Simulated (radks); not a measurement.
**The Coulomb parameter U of the 5d shell of Lu⁺**

An exercise on one series of results from a longer session: the logs are not shown, and one member is left open.

Method: scalar-relativistic Kohn-Sham, r2SCAN, spin-unpolarised, spherical densities, finite nucleus. Code: radks (a radial shooting solver on a logarithmic mesh, Libxc functionals) version 1.

### The system

```
element            : lutetium (Z = 71)
charge             : +1
electrons          : 70
configuration      : [Xe] 4f14 5d1 6s1
nuclear rms radius : 5.37 fm
```

The outer shells:

Lu⁺
```
[Xe] core
4f [↑↓][↑↓][↑↓][↑↓][↑↓][↑↓][↑↓]
5d [↑ ][  ][  ][  ][  ]
6s [↑ ]
```

The first run:

The run's settings:

```text
Z 71
configuration [Xe] 4f14 5d1 6s1
relativity scalar-relativistic
functional r2scan,r2scan
spin unpolarised
nucleus finite rms 5.37 fm
c 137.035999084
```

Steps of the session up to this table: Start: [Xe] 4f14 5d1 6s1.

One of the session's tables, all rows but one given; the rest of the session is left out.

It belongs to the step «Start: [Xe] 4f14 5d1 6s1». From the orbitals of this run (lengths in bohr):

```
level     <r>  outermost maximum (interpolated)  90 % within  nodes
   4s  0.4781                             0.446        0.686      3
   4p  0.5078                             0.467        0.738      2
   4d  0.5477                             0.481        0.823      1
   5s   1.174                              1.04         1.70      4
   5p   1.389                              1.19         2.05      3
   4f  0.7219                             0.470         1.24      0
   6s   3.408                              2.98         4.96      5
   5d       ?                                 ?            ?      ?
```

**Question.** Estimate the row for 5d.

The run gave: <r>: 2.491; outermost maximum (interpolated): 1.76; 90 % within: 4.05; nodes: 2. In the column «<r>» it lies between 5p (1.389) and 6s (3.408).
